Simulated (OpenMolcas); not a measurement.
# CH5Ga (SMILES [H][Ga]([H])[CH3]) at FNO-MP2/ANO-S-VDZP (Cholesky decomposition, virtual fraction 0.4)

Aim: the energy difference between two shapes of CH5Ga at FNO-MP2/ANO-S-VDZP (Cholesky decomposition, virtual fraction 0.4), from 2 runs. 

Program for the calculation: OpenMolcas 26.06.

9 further runs of the same task are left out: 1 that didn't finish, 8 set aside as unsound or not needed.

## (1) Starting point

The species is CH5Ga (7 atoms), meant as a singlet with charge 0. SMILES: `[H][Ga]([H])[CH3]`. The shape comes from GFN2-xTB, which is rough for such elements, and wasn't checked as a minimum.

Bond lengths: Ga1–C4 2.019 Å, Ga1–H2 1.580 Å, Ga1–H3 1.580 Å, C4–H5 1.094 Å, C4–H6 1.095 Å, C4–H7 1.095 Å. Angles: Ga1–C4–H5 111.2°, Ga1–C4–H6 111.0°, Ga1–C4–H7 111.1°, H2–Ga1–C4 123.7°, H3–Ga1–C4 124.2°, H5–C4–H6 107.6°, H5–C4–H7 107.4°, H6–C4–H7 108.4°, H2–Ga1–H3 112.1°.

## (2) A single-point energy at FNO-MP2/ANO-S-VDZP (Cholesky decomposition, virtual fraction 0.4)

Contents of test.input:

```
* CH5Ga FNO-MP2
>>> EXPORT MOLCAS_PRINT=2

&GATEWAY
 XBAS
 Ga.ANO-S-VDZP
 H.ANO-S-VDZP
 C.ANO-S-VDZP
 End of Basis
 ZMAT
 Ga1
 H2 1 1.580219
 H3 1 1.579549 2 112.12283
 C4 1 2.018651 3 124.16502 2 -179.68234
 H5 4 1.094338 1 111.23402 3 94.50846
 H6 4 1.094597 5 107.58348 1 121.77469
 H7 4 1.094557 5 107.42405 6 116.48674
 End of ZMAT

&SEWARD
 High

&SCF
 PrOrbitals=1

&MBPT2
 FNOMP2=0.4
 DoMP2
 Frozen=10
```

The run is started by

```sh
$ export MOLCAS_MEM=1860
$ pymolcas test.input > test.log
```

Log:

```text
--- Start Module: gateway ---
[...]
--- Stop Module: gateway /rc=_RC_ALL_IS_WELL_ ---
[...]
      Basis functions           66
[...]
--- Start Module: scf ---
[...]
       Convergence after  10 Iterations
[...]
::    Total SCF energy                              -1964.0373437928
[...]
      Total spin, S                                     0.0000000000
[...]
      Total electronic charge=   42.000000
      Total            charge=   -0.000000
[...]
      Dipole Moment (debye):
      Origin of the operator (angstrom)=   -0.2878   -0.0018   -0.1919
                   X= -6.4927E-01               Y=  3.8107E-03               Z= -4.4768E-01           Total=  7.8866E-01
      Quadrupole Moment (debye*angstrom):
[...]
--- Stop Module: scf /rc=_RC_ALL_IS_WELL_ ---
[...]
--- Start Module: mbpt2 ---
[...]
WARNING!
Default frozen orbitals as non valence orbitals is overwritten by user input.
Default values:  15
[...]
       Reference weight ( Cref**2 )         =        0.92738
::    Total MBPT2 energy                            -1964.2332404211
[...]
--- Stop Module: mbpt2 /rc=_RC_ALL_IS_WELL_ ---
[...]
```

Run time: 8.4 s. Hardware: 1 thread of Arm Neoverse V2, shared host.

## (3) The distorted shape at the same level

Contents of test.inp:

```
>>> EXPORT MOLCAS_PRINT=2

&GATEWAY
  XBAS
  Ga.ANO-S-VDZP
  H.ANO-S-VDZP
  C.ANO-S-VDZP
  End of Basis
  ZMAT
  Ga1
  H2 1 1.621127
  H3 1 1.554868 2 109.82152
  C4 1 2.029053 3 125.95092 2 -178.41866
  H5 4 1.099971 1 109.3877 3 90.50067
  H6 4 1.096666 5 105.2543 1 117.94759
  H7 4 1.106414 6 109.53575 5 -119.84418
  End of ZMAT

&SEWARD
  High

&SCF
  PrOrbitals=1

&MBPT2
  FNOMP2=0.4
  DoMP2
  Frozen=10
```

The run is started by

```sh
$ export MOLCAS_MEM=1860
$ pymolcas test.inp > test.log
```

Log:

```text
--- Start Module: gateway ---
[...]
--- Stop Module: gateway /rc=_RC_ALL_IS_WELL_ ---
[...]
      Basis functions           66
[...]
--- Start Module: scf ---
[...]
       Convergence after  10 Iterations
[...]
::    Total SCF energy                              -1964.0352869053
[...]
      Total spin, S                                     0.0000000000
[...]
      Total electronic charge=   42.000000
      Total            charge=   -0.000000
[...]
      Dipole Moment (debye):
      Origin of the operator (angstrom)=   -0.2865   -0.0086   -0.1947
                   X= -6.0469E-01               Y=  2.0497E-02               Z= -6.7321E-01           Total=  9.0514E-01
      Quadrupole Moment (debye*angstrom):
[...]
--- Stop Module: scf /rc=_RC_ALL_IS_WELL_ ---
[...]
--- Start Module: mbpt2 ---
[...]
WARNING!
Default frozen orbitals as non valence orbitals is overwritten by user input.
Default values:  15
[...]
       Reference weight ( Cref**2 )         =        0.92772
::    Total MBPT2 energy                            -1964.2292186823
[...]
--- Stop Module: mbpt2 /rc=_RC_ALL_IS_WELL_ ---
[...]
```

Run time: 8.4 s. Hardware: 1 thread of Arm Neoverse V2, shared host.

## (4) Outcome

Level: FNO-MP2/ANO-S-VDZP (Cholesky decomposition, virtual fraction 0.4), 10 core orbitals frozen.

```
                                                     quantity           value
                                    first shape: total energy  -1964.23324 Eh
              first shape: dipole moment (mean-field density)          0.79 D
             first shape: HOMO energy (Hartree–Fock orbitals)       -11.02 eV
             first shape: LUMO energy (Hartree–Fock orbitals)         0.93 eV
           first shape: HOMO–LUMO gap (Hartree–Fock orbitals)        11.95 eV
    first shape: correlation energy (10 core orbitals frozen)      -195.9 mEh
                                distorted shape: total energy  -1964.22922 Eh
          distorted shape: dipole moment (mean-field density)          0.91 D
         distorted shape: HOMO energy (Hartree–Fock orbitals)       -10.93 eV
         distorted shape: LUMO energy (Hartree–Fock orbitals)         0.93 eV
       distorted shape: HOMO–LUMO gap (Hartree–Fock orbitals)        11.86 eV
distorted shape: correlation energy (10 core orbitals frozen)      -193.9 mEh
                       energy change with the atoms displaced        0.109 eV
```

**Reading.** With the atoms displaced the energy rises by 0.11 eV (10.6 kJ/mol). The first shape isn't relaxed at this level, so the change isn't measured from a minimum. Mulliken charges (distorted shape) of the mean-field density run from -0.28 on C4 to +0.37 on Ga1.
